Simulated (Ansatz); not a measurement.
Born–Oppenheimer molecular dynamics of a periodic cell of 20 atoms, CsPbBr$_{3}$ (host CsPbBr3, host structure I4/mcm). It starts from an unrelaxed structure (largest force component 0.22 eV/Å).

Method: Ansatz 0.2.0, DFT r2SCAN, scalar-relativistic, plane waves, PAW. Settings: accuracy low, cutoff 500 eV, k mesh 1x1x1, fermi-dirac smearing 0.05 eV, no spin polarisation.

```yaml
ensemble: NPT, Langevin
time_step: 3 fs
steps_asked: 40
set_temperature: 500 K
friction: 0.02 /fs
pressure: 0 GPa
seed: 512036
```

First frame:

```xyz
20
Lattice="8.1981 0.0000 0.0000 0.0000 8.1981 0.0000 0.0000 0.0000 12.0858" Properties=species:S:1:pos:R:3
Cs 0.000 4.099 3.022
Cs 4.099 0.000 3.022
Pb 0.000 0.000 0.000
Pb 0.000 0.000 6.043
Br 0.000 0.000 3.022
Br 0.000 0.000 9.064
Br 1.513 5.612 0.000
Br 2.586 6.685 6.043
Br 2.586 1.513 0.000
Br 1.513 2.586 6.043
Cs 4.099 0.000 9.064
Cs 0.000 4.099 9.064
Pb 4.099 4.099 6.043
Pb 4.099 4.099 0.000
Br 4.099 4.099 9.064
Br 4.099 4.099 3.022
Br 5.612 1.513 6.043
Br 6.685 2.586 0.000
Br 6.685 5.612 6.043
Br 5.612 6.685 0.000
```

(1) What does the run give?

(2) What happens to the structure?

(3) How do temperature and energy run in time?

## Answers

(1) The run went to its last step.

```json
{"steps done": "40", "time covered": "120 fs", "mean temperature over the second half": "472 K", "spread of the potential energy over the second half": "2.8 meV per atom", "mean potential energy of the second half above the start": "6.4 meV per atom", "mean pressure over the second half": "0.2 GPa"}
```

The conserved energy stayed within 0.023 meV per atom of its start (net change -0.0025 meV per atom), so the integration is sound. A run of 0.12 ps of so small a system gives no equilibrium averages. Limits of this set-up: coarse k mesh, low accuracy level. The cell's volume went from 812 to 892 Å³.

(2) Mean squared displacements from the first frame to the last, about the centre of mass, the cell's change included: Cs 0.10 Å², Pb 0.02 Å², Br 0.15 Å². The details hang on the random start.

(3) 
```csv
time (fs),T (K),potential energy less start (eV),conserved less start (meV/atom),P (GPa),volume (Å³)
0.0,475,0.000,0.00,1.8,812.3
9.0,535,-0.005,0.00,1.8,814.0
18.0,523,-0.023,0.00,1.7,818.4
27.0,626,-0.074,-0.02,1.4,825.9
36.0,605,-0.094,-0.01,1.2,833.7
45.0,634,-0.081,-0.02,1.0,840.3
54.0,589,-0.041,-0.02,0.8,849.2
63.0,589,0.021,-0.01,0.6,859.0
72.0,444,0.080,-0.01,0.4,867.2
81.0,455,0.123,0.00,0.2,874.4
90.0,421,0.148,0.00,0.1,879.3
99.0,424,0.176,0.00,0.0,884.0
108.0,449,0.184,0.00,0.0,888.2
117.0,522,0.170,0.00,-0.1,891.5
```

Run time: 11 min on 2 threads of Arm Neoverse V2, on a shared host, peak memory 1.4 GiB.
